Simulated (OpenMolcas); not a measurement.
# Pt²⁺ among point charges: CASSCF and CASPT2 levels and susceptibility

How does a field of 6 point charges split the states of Pt²⁺, and what χT follows?

Program: OpenMolcas 26.06. Level of theory: state-averaged CASSCF and CASPT2, spin-orbit coupling by RASSI with atomic mean-field integrals. These are calculated values, not measurements, unless marked.

## 1. Starting point

- Species: Pt²⁺ (platinum, Z = 78, 76 electrons)
- Basis: ANO-RCC-VDZP [7s6p4d2f], 59 functions
- Scalar Hamiltonian: DKH2, point nucleus
- Inactive shells: 1s 2s 2p 3s 3p 3d 4s 4p 4d 4f 5s 5p
- Active space: 8 electrons in 5 orbitals (5d)
- Some configurations of this space: 5d⁸
- Orbitals: optimised for each spin and parity, averaged over all roots

The outer shells:

5d8
```
5d [↑↓][↑↓][↑↓][↑ ][↑ ]
```

The ion sits among 6 point charges of -1.5 e arranged as a tetragonal octahedron (D4h), 2.11 Å from the ion, with the axial distance 2.363 Å.

The work runs as a chain of OpenMolcas steps in one folder; each step below is one input file. Labels, J, g values, rates, χT and fits are worked out afterwards by a script from the matrices that RASSI stores. The input lists half of the charges; inversion (Group=XYZ) makes the rest.

## 2. One- and two-electron integrals

Input file a.inp:

```
&GATEWAY
Coord
1

Pt 0.0 0.0 0.0
Basis=ANO-RCC-VDZP
Group=XYZ
NoMove
AngMom=0.0 0.0 0.0
AMFI
XField
3 Angstrom 0
2.110000 0.000000 0.000000 -1.500000
0.000000 2.110000 0.000000 -1.500000
0.000000 0.000000 2.363200 -1.500000
&SEWARD
```

Started as:

```bash
$ OMP_NUM_THREADS=1 MOLCAS_MEM=1689 MOLCAS_PROJECT=a pymolcas a.inp > a.log
```

Standard output:

```text
Basis set label: PT.ANO-RCC...7S6P4D2F.

      Electronic valence basis set:
      ------------------
      Associated Effective Charge  78.000000 au
      Associated Actual Charge     78.000000 au
      Nuclear Model: Point charge

      Shell  nPrim  nBasis  Cartesian Spherical Contaminant
         s      24       7        X
         p      21       6        X
         d      15       4                 X
         f      11       2                 X
                  Relativistic Douglas-Kroll-Hess integrals:
                    - DKH order of Hamiltonian: 2
                    - DKH order of Properties : 0
                  Atomic mean-field integrals
```

## 3. CASSCF: triplets of even parity, 10 roots

Input file a.inp:

```
&RASSCF
FileOrb=start.orb
Symmetry=1
Spin=3
nActEl=8 0 0
Inactive=15 19
Ras2=5 0
CIRoot=10 10 1
SDav=10
CIMx=300
Iter=120 100
PrWF=0.3
OrbListing=Nothing
MaxOrb=0
>>> COPY $Project.JobIph JOB001
```

Started as:

```bash
$ OMP_NUM_THREADS=1 MOLCAS_MEM=1689 MOLCAS_PROJECT=a pymolcas a.inp > a.log
```

start.orb holds the contracted functions of the basis, ordered by shell, or the orbitals of the step before.

Standard output (excerpt; [...] marks lines left out):

```text
[...]
      Number of active orbitals                  5
[...]
      Spin quantum number                      1.0
[...]
      Active orbitals                            5   0
[...]
      Number of CSFs                            10
      Number of root(s) required                10
[...]
      Convergence after 11 iterations
[...]
      Natural orbitals and occupation numbers for root  1
      sym 1:   1.000000   2.000000   2.000000   2.000000   1.000000
      Natural orbitals and occupation numbers for root  2
      sym 1:   2.000000   1.037536   1.037536   1.962464   1.962464
      Natural orbitals and occupation numbers for root  3
      sym 1:   1.962464   1.962464   2.000000   1.037536   1.037536
::    RASSCF root number  1 Total energy: -18399.42414737
::    RASSCF root number  2 Total energy: -18399.39698036
::    RASSCF root number  3 Total energy: -18399.39698036
[...]
::    RASSCF root number  7 Total energy: -18399.36768030
::    RASSCF root number  8 Total energy: -18399.32793912
::    RASSCF root number  9 Total energy: -18399.32019798
::    RASSCF root number 10 Total energy: -18399.32019798
```

## 4. CASSCF: singlets of even parity, 15 roots

Input file a.inp:

```
&RASSCF
FileOrb=start.orb
Symmetry=1
Spin=1
nActEl=8 0 0
Inactive=15 19
Ras2=5 0
CIRoot=15 15 1
SDav=15
CIMx=300
Iter=120 100
PrWF=0.3
OrbListing=Nothing
MaxOrb=0
>>> COPY $Project.JobIph JOB002
```

Standard output (excerpt; [...] marks lines left out):

```text
[...]
      Number of active orbitals                  5
[...]
      Spin quantum number                      0.0
[...]
      Active orbitals                            5   0
[...]
      Number of CSFs                            15
      Number of root(s) required                15
[...]
      Convergence after  7 iterations
[...]
      Natural orbitals and occupation numbers for root  1
      sym 1:   0.304608   1.780444   1.958364   1.958363   1.998221
      Natural orbitals and occupation numbers for root  2
      sym 1:   1.037349   1.037345   1.962653   1.962653   2.000000
      Natural orbitals and occupation numbers for root  3
      sym 1:   2.000000   1.092543   1.092543   1.907457   1.907457
::    RASSCF root number  1 Total energy: -18399.36868539
::    RASSCF root number  2 Total energy: -18399.36841448
::    RASSCF root number  3 Total energy: -18399.33885097
[...]
::    RASSCF root number 12 Total energy: -18399.29484370
::    RASSCF root number 13 Total energy: -18399.28688159
::    RASSCF root number 14 Total energy: -18399.28481428
::    RASSCF root number 15 Total energy: -18399.18631653
```

## 5. RASSI: spin-orbit coupling between the states

Input file a.inp:

```
&RASSI
NrOfJobIphs=2 10 15
1 2 3 4 5 6 7 8 9 10
1 2 3 4 5 6 7 8 9 10 11 12 13 14 15
IphNames
JOB001
JOB002
EJob
SpinOrbit
DIPRint=1.0
SOCoupling=1000.0
Subsets=2
Property=9
'ANGMOM' 1 'ANGMOM' 2 'ANGMOM' 3 'MLTPL  1' 1 'MLTPL  1' 2 'MLTPL  1' 3
'AMFI' 1 'AMFI' 2 'AMFI' 3
SOProperty=3
'ANGMOM' 1 'ANGMOM' 2 'ANGMOM' 3
```

Started as:

```bash
$ OMP_NUM_THREADS=1 MOLCAS_MEM=1689 MOLCAS_PROJECT=a pymolcas a.inp > a.log
```

Standard output:

```text
SPIN-FREE ENERGIES:
  (Shifted by EMIN (a.u.) =     -18399.4241473717)

 SF State       Relative EMIN(au)   Rel lowest level(eV)    D:o, cm**(-1)      L_eff

     1             0.0000000000        0.0000000000              0.0000         3.0
     2             0.0271670134        0.7392520939           5962.4702         3.0
     3             0.0271670134        0.7392520939           5962.4702         3.0
     4             0.0368174156        1.0018529164           8080.4887         3.0
     5             0.0457396060        1.2446380861          10038.6832         2.6
    11             0.0554619789        1.5091973285          12172.4974         2.9
    12             0.0557328906        1.5165692117          12231.9556         2.6
     6             0.0564670755        1.5365474005          12393.0906         3.0
     7             0.0564670755        1.5365474005          12393.0906         3.0
    13             0.0852964023        2.3210333479          18720.3964         2.6
    14             0.0852964040        2.3210333957          18720.3968         2.6
    15             0.0881608830        2.3989798395          19349.0773         2.4
    16             0.0917673277        2.4971162001          20140.6004         4.0
     8             0.0962082479        2.6179597935          21115.2697         1.7
     9             0.1039493953        2.8286071449          22814.2552         1.1
    10             0.1039493953        2.8286071449          22814.2552         1.1
    17             0.1054320595        2.8689524931          23139.6624         3.5
    18             0.1213167705        3.3011974993          26625.9535         3.7
    19             0.1213167716        3.3011975299          26625.9537         3.7
    20             0.1253856676        3.4119178299          27518.9732         3.7
    21             0.1293036727        3.5185321817          28378.8759         3.8
    22             0.1293036735        3.5185322019          28378.8761         3.8
    23             0.1372657778        3.7351920987          30126.3560         3.6
    24             0.1393330938        3.7914466326          30580.0794         3.8
    25             0.2378308414        6.4717068877          52197.8363         0.5
     Dipole printing threshold changed to   1.00000000E+00
Eigenvalues of complex Hamiltonian:
   -----------------------------------
  (Shifted by EMIN (a.u.) =     -18399.4241473717)

 SO State       Relative EMIN(au)   Rel lowest level(eV)    D:o, cm**(-1)     J-value

     1            -0.0219000444        0.0000000000              0.0000         3.4
     2            -0.0218585788        0.0011283374              9.1007         2.9
     3            -0.0218585788        0.0011283370              9.1007         2.9
     4            -0.0042597294        0.4800174261           3871.6016         2.2
     5             0.0000373532        0.5969469994           4814.7023         1.7
     6             0.0030824728        0.6798089251           5483.0288         3.2
     7             0.0089697583        0.8400101236           6775.1386         3.5
     8             0.0089697582        0.8400101229           6775.1386         3.5
     9             0.0121685104        0.9270526036           7477.1835         3.2
    10             0.0293961369        1.3958402017          11258.2105         1.9
    11             0.0305679111        1.4277258030          11515.3852         2.5
    12             0.0310796674        1.4416514012          11627.7027         2.2
    13             0.0310796678        1.4416514110          11627.7028         2.2
    14             0.0365800667        1.5913248904          12834.9008         1.8
    15             0.0427657270        1.7596452822          14192.4963         2.3
    16             0.0479779205        1.9014762926          15336.4406         1.8
    17             0.0479779205        1.9014762937          15336.4406         1.8
    18             0.0580326415        2.1750791909          17543.1968         2.9
    19             0.0585646714        2.1895564598          17659.9638         1.9
    20             0.0610626419        2.2575297015          18208.2050         2.3
    21             0.0610626426        2.2575297201          18208.2051         2.3
    22             0.0747897228        2.6310626027          21220.9510         1.9
    23             0.0747897228        2.6310626024          21220.9510         1.9
    24             0.0751669304        2.6413269436          21303.7385         1.3
    25             0.0869994433        2.9633060220          23900.6749         1.8
    26             0.0967374229        3.2282899450          26037.9144         1.6
    27             0.0986761564        3.2810455714          26463.4172         1.1
    28             0.0995757878        3.3055257883          26660.8635         1.2
    29             0.1013204300        3.3529999223          27043.7682         1.9
    30             0.1029943453        3.3985494773          27411.1501         2.2
    31             0.1102486413        3.5959489291          29003.2841         1.4
    32             0.1102486414        3.5959489325          29003.2841         1.4
    33             0.1142938254        3.7060239959          29891.0994         1.0
    34             0.1151785658        3.7300990082          30085.2774         2.7
    35             0.1151785663        3.7300990232          30085.2776         2.7
    36             0.1228197318        3.9380257275          31762.3195         3.5
    37             0.1257886656        4.0188145333          32413.9252         2.6
    38             0.1305591482        4.1486259773          33460.9251         3.6
    39             0.1305591495        4.1486260121          33460.9254         3.6
    40             0.1380353380        4.3520634646          35101.7591         2.3
    41             0.1442581114        4.5213937566          36467.5000         2.1
Weights of the five most important spin-orbit-free states for each spin-orbit state.

 SO State  Total energy (au)           Spin-free states, spin, and weights
 -------------------------------------------------------------------------------------------------------
    1        -0.021900       1 1.0  0.7080    2 1.0  0.1136    3 1.0  0.1136    7 1.0  0.0197    6 1.0  0.0197
    2        -0.021859       1 1.0  0.6987    4 1.0  0.1087    2 1.0  0.0935    3 1.0  0.0638   22 0.0  0.0140
    3        -0.021859       1 1.0  0.6987    4 1.0  0.1087    3 1.0  0.0935    2 1.0  0.0638   21 0.0  0.0140
    4        -0.004260       2 1.0  0.4078    3 1.0  0.4078   11 0.0  0.0611    5 1.0  0.0371    6 1.0  0.0288
    5         0.000037       2 1.0  0.3798    3 1.0  0.3798    6 1.0  0.0942    7 1.0  0.0942   16 0.0  0.0464
    6         0.003082       4 1.0  0.4211   12 0.0  0.1519    3 1.0  0.1233    2 1.0  0.1233    7 1.0  0.0793
    7         0.008970       2 1.0  0.2407    5 1.0  0.2348    4 1.0  0.1993    7 1.0  0.1972    3 1.0  0.0439
    8         0.008970       3 1.0  0.2407    5 1.0  0.2348    4 1.0  0.1993    6 1.0  0.1972    2 1.0  0.0439
    9         0.012169       5 1.0  0.6154   11 0.0  0.1835    7 1.0  0.0813    6 1.0  0.0813   20 0.0  0.0232
   10         0.029396      12 0.0  0.3720    6 1.0  0.1539    7 1.0  0.1539    4 1.0  0.0950    2 1.0  0.0507
   11         0.030568      11 0.0  0.2612    7 1.0  0.2552    6 1.0  0.2552    8 1.0  0.1089   17 0.0  0.0932
   12         0.031080       4 1.0  0.3088    3 1.0  0.1797    1 1.0  0.1700   13 0.0  0.1175    6 1.0  0.0957
```

Time for these steps: 4.7 s (1 thread of Arm Neoverse V2, shared host).

Spin-free states, with their symmetry labels:

```tsv
state	degeneracy	E (cm-1)	free-ion L (%)
3B1	1	0	F (100)
3E	2	5962	F (98)
3B2	1	8080	F (100)
3A2	1	10039	F (74)
1A1	1	12172	D (58)
1B1	1	12232	D (75)
3E	2	12393	F (98)
1E	2	18720	D (75)
1B2	1	19349	D (85)
1A2	1	20141	G (100)
3A2	1	21115	P (74)
3E	2	22814	P (97)
1A1	1	23140	G (71)
1E	2	26626	G (84)
1A1	1	27519	G (85)
1E	2	28379	G (91)
1B1	1	30126	G (75)
1B2	1	30580	G (85)
1A1	1	52198	S (95)
```

With spin-orbit coupling:

```tsv
E (cm-1)	Degeneracy	Label	2S+1	g
0.0	1	B2	3	
9.1	2	E	3	0.00 0.00 6.01
3872	1	A1	3	
4815	1	A2	3	
5483	1	B1	3	
6775	2	E	3	0.00 0.00 0.76
7477	1	A1	3	
11258	1	B1	3	
11515	1	A1	3	
11628	2	E	3	0.00 0.00 0.84
12835	1	B2	3	
14192	1	B1	3	
15336	2	E	3	0.00 0.00 2.31
17543	1	A2	3	
17660	1	B2	3	
18208	2	E	3	0.00 0.00 1.47
21221	2	E	3	0.00 0.00 1.91
21304	1	B2	3	
23901	1	A1	1	
26038	1	A2	1	
26463	1	A1	3	
26661	1	B1	3	
27044	1	A1	3	
27411	1	B1	3
```

Principal g values are given for doublets only; a zero marks a field direction without first-order Zeeman splitting.

Powder χT (cm³ K/mol): 0.75 at 2 K, 1.66 at 5 K, 2.17 at 10 K, 2.35 at 20 K, 2.40 at 50 K, 2.42 at 100 K, 2.44 at 150 K, 2.45 at 200 K, 2.47 at 250 K, 2.49 at 300 K.

Orbitals of the lowest block (energies include the constant potential of the surroundings):

```tsv
shell	space	energy (hartree)	mean occupation	⟨r²⟩ (bohr²)
1s	inactive	-2888.8372	2.000	0.000375
2s	inactive	-512.2393	2.000	0.00612
2p	inactive	-446.0052	6.000	0.00512
3s	inactive	-121.7417	2.000	0.0398
3p	inactive	-101.9933	6.000	0.0407
3d	inactive	-79.4865	10.000	0.0340
4s	inactive	-26.3886	2.000	0.195
4p	inactive	-19.7608	6.000	0.220
4d	inactive	-11.3349	10.000	0.253
4f	inactive	-1.9754	14.000	0.318
5s	inactive	-3.0262	2.000	1.05
5p	inactive	-1.1842	6.000	1.39
5d	RAS2		8.000	2.96
```

## 6. CASPT2: IPEA 0.25, imaginary shift 0.1 (closed shells correlated: 5s 5p)

Input file a.inp:

```
>>> COPY JOB001 $Project.JobIph
&CASPT2
Multistate=10 1 2 3 4 5 6 7 8 9 10
NoMult
Frozen=14 16
IPEA=0.25
Imaginary=0.1
MaxIter=60
WThr=0.0 0.3 0.05
PrWF=0.5
NoMix
>>> COPY JOB002 $Project.JobIph
&CASPT2
Multistate=15 1 2 3 4 5 6 7 8 9 10 11 12 13 14 15
NoMult
Frozen=14 16
IPEA=0.25
Imaginary=0.1
MaxIter=60
WThr=0.0 0.3 0.05
PrWF=0.5
NoMix
```

Standard output (excerpt; [...] marks lines left out):

```text
[...]
      Active orbitals                            5   0
[...]
      E2 (Variational):          -0.2972415317
      Total energy:          -18399.7213889033
[...]
::    CASPT2 Root  1     Total energy: -18399.72138890
::    CASPT2 Root  2     Total energy: -18399.69271754
[...]
::    CASPT2 Root 12     Total energy: -18399.59581117
::    CASPT2 Root 13     Total energy: -18399.58721303
::    CASPT2 Root 14     Total energy: -18399.58554657
::    CASPT2 Root 15     Total energy: -18399.50614480
```

Time for this run: 1.8 s (1 thread of Arm Neoverse V2, shared host).

SS-CASPT2: lowest energy less the reference's lowest, -0.2972 hartree; reference weights 0.929 to 0.937.

Spin-free states, with their symmetry labels:

```tsv
state	degeneracy	E (cm-1)	free-ion L (%)
3B1	1	0	F (100)
3E	2	6293	F (98)
3B2	1	8775	F (100)
3A2	1	9838	F (74)
1B1	1	10353	D (75)
1A1	1	10718	D (58)
3E	2	13121	F (98)
1E	2	17066	D (75)
1B2	1	17981	D (85)
1A2	1	19060	G (100)
3A2	1	20401	P (74)
3E	2	21392	P (97)
1A1	1	21784	G (71)
1E	2	25402	G (84)
1A1	1	26362	G (85)
1E	2	27561	G (91)
1B1	1	29448	G (75)
1B2	1	29814	G (85)
1A1	1	47241	S (95)
```

With spin-orbit coupling:

| E (cm-1) | Degeneracy | Label | 2S+1 | g |
| --- | --- | --- | --- | --- |
| 0 | 1 | B2 | 3 |  |
| 28 | 2 | E | 3 | 0.00 0.00 5.91 |
| 3960 | 1 | A1 | 3 |  |
| 5070 | 1 | A2 | 3 |  |
| 5460 | 1 | B1 | 3 |  |
| 6920 | 2 | E | 3 | 0.00 0.00 0.93 |
| 7010 | 1 | A1 | 3 |  |
| 10680 | 1 | B1 | 3 |  |
| 11260 | 1 | A1 | 3 |  |
| 11550 | 2 | E | 3 | 0.00 0.00 0.54 |
| 12610 | 1 | B2 | 3 |  |
| 14400 | 1 | B1 | 3 |  |
| 15440 | 2 | E | 3 | 0.00 0.00 2.46 |
| 17070 | 1 | B2 | 3 |  |
| 17450 | 2 | E | 3 | 0.00 0.00 1.36 |
| 18060 | 1 | A2 | 3 |  |
| 21140 | 2 | E | 3 | 0.00 0.00 1.59 |
| 21210 | 1 | B2 | 3 |  |
| 22700 | 1 | A1 | 1 |  |
| 24850 | 1 | A1 | 3 |  |
| 25030 | 1 | A2 | 1 |  |
| 25680 | 1 | B1 | 3 |  |
| 26330 | 1 | A1 | 3 |  |
| 26750 | 1 | B1 | 3 |  |

Powder χT (cm³ K/mol): 0.24 at 2 K, 0.61 at 5 K, 1.20 at 10 K, 1.90 at 20 K, 2.30 at 50 K, 2.37 at 100 K, 2.40 at 150 K, 2.42 at 200 K, 2.44 at 250 K, 2.45 at 300 K.

## 7. The methods side by side

A. CASSCF
B. SS-CASPT2, IPEA 0.25, imaginary shift 0.1 (closed shells correlated: 5s 5p)

```tsv
method	ground state	first state of that spin (cm-1)	first gap with spin-orbit (cm-1)	χT at 300 K
A	3B1	3E 5962	9.1	2.49
B	3B1	3E 6293	27.7	2.45
```

## 8. What came out

| quantity | value |
| --- | --- |
| method | SS-CASPT2, IPEA 0.25, imaginary shift 0.1 (closed shells correlated: 5s 5p) |
| spin-free ground state | 3B1, 1-fold in its orbital part |
| first state of the same spin within the active space | 3E at 6290 cm⁻¹ |
| lowest level | 1-fold B2 |
| next level | 27.7 cm⁻¹ |
| χT at 300 K | 2.45 cm³ K/mol |
| effective moment at 300 K | 4.43 μB |

Cost by method:

```tsv
method	time of its own steps	time with the reference
A. CASSCF	4.7 s	4.7 s
B. SS-CASPT2, IPEA 0.25, imaginary shift 0.1, +5s 5p	1.8 s	6.4 s
```

Times are of one thread on a shared host.

In words: The spin-free ground state (3B1) comes to 100 % from free-ion F terms and keeps the highest spin of the shell. χT at 300 K is 2.45, against 1.00 cm³ K/mol for the spin alone, so orbital moment adds to it. The field of point charges can differ much from that of real complexes. This is an electrostatic model: the charges have no orbitals.
